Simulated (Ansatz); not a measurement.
# PtSe under changes of volume

One of the cells (21.915 Å³/atom); the others are scaled copies at fixed shape and fractional positions:

```
CELL_PARAMETERS angstrom
0.00000 2.79841 2.79841
2.79841 0.00000 2.79841
2.79841 2.79841 0.00000
ATOMIC_POSITIONS crystal
Pt 0.50000 0.50000 0.50000
Se 0.00000 0.00000 0.00000
```

The cell comes from a database or a generator and needn't be the stable form of this composition.

| Item | Value |
| --- | --- |
| Program | Ansatz 0.2.0 |
| Functional | PBE |
| Potentials or basis | all-electron LAPW, scalar-relativistic |
| Cutoff | 256 eV (chosen from the basis error) |
| Basis error allowed | 0.0005 eV/atom |
| k mesh | 8 × 8 × 8 |
| Occupations | fermi-dirac, width 0.05 eV |
| Spin | no spin polarisation |

| volume (Å³/atom) | energy over the lowest point (meV/atom) | pressure (GPa) |
| --- | --- | --- |
| 20.600 | 0.00 | -10.9 |
| 21.038 | ? | ? |
| 21.476 | 67.21 | -13.5 |
| 21.915 | 105.62 | -14.5 |
| 22.353 | 146.60 | -15.4 |
| 22.791 | 189.74 | -16.1 |
| 23.230 | 234.70 | -16.7 |

Problem. What does the run at 21.038 Å³/atom give?

Solution. Energy over the lowest point 31.82 meV/atom; pressure -12.3 GPa.

Worked out: A Birch-Murnaghan fit of order 3 (a polynomial in V^(-2/3)) to the other rows has no minimum within the range. It gives 31.82 meV/atom at 21.038 Å³/atom, against the run's 31.82, and -dE/dV = -12.3 GPa, against -12.3.

Energies are extrapolated to zero smearing.
